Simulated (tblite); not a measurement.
# C5H10BNO3: the cost of one run

Computed with tblite 0.8.0 and PySCF 2.14.0, with density-fitted response routines of our own, on a single molecule in the gas phase. Atoms count from 0, in the outputs and in this text.

## 1. The molecule as given

20 atoms, charge 0, multiplicity 1; geometry from: force field or distance geometry start.

Bonds of the start (Å): C0–C1 1.33, C1–C2 1.47, C2–O3 1.27, C2–N4 1.44, N4–C5 1.47, C5–C6 1.53, C5–B7 1.60, B7–O8 1.47, B7–O9 1.46, C0–H10 1.07, C0–H11 1.09, C1–H12 1.10, N4–H13 1.04, C5–H14 1.11, C6–H15 1.12, C6–H16 1.11, C6–H17 1.10, O8–H18 0.98, O9–H19 0.99.

## 2. Relaxing the molecule with GFN2-xTB

The job: settings as JSON, then the geometry in Å.

```
{"job": {"kind": "relax", "xc": "GFN2-xTB", "basis": "xTB"}, "charge": 0, "multiplicity": 1}
C      2.570300     1.056500    -2.641000
C      1.969200     1.146000    -1.457400
C      0.703200     0.470200    -1.143500
O      0.106600    -0.199800    -2.041300
N      0.116500     0.599900     0.169000
C     -1.137300    -0.066000     0.533600
C     -1.779900     0.648900     1.723200
B     -0.836100    -1.595100     0.893500
O     -1.477100    -2.663400     0.115800
O      0.081700    -1.946100     1.968400
H      3.498700     1.565000    -2.815600
H      2.117800     0.489700    -3.449300
H      2.451200     1.722300    -0.660100
H      0.642400     1.150300     0.880900
H     -1.850900    -0.012100    -0.311800
H     -1.113300     0.630000     2.626200
H     -2.743100     0.162000     1.994500
H     -1.989900     1.698800     1.461800
H     -0.858700    -2.830900    -0.628700
H     -0.476300    -2.015500     2.778800
```

Launch:

```bash
> OMP_NUM_THREADS=1 python probes_run.py task.json out
```

One launch serves the whole session: the jobs run in the order shown.

**Question.** How long does this first job take on 1 thread of Arm Neoverse N1, shared host, and how much memory does it need?

About 1.9 s, with a peak of 0.18 GiB.
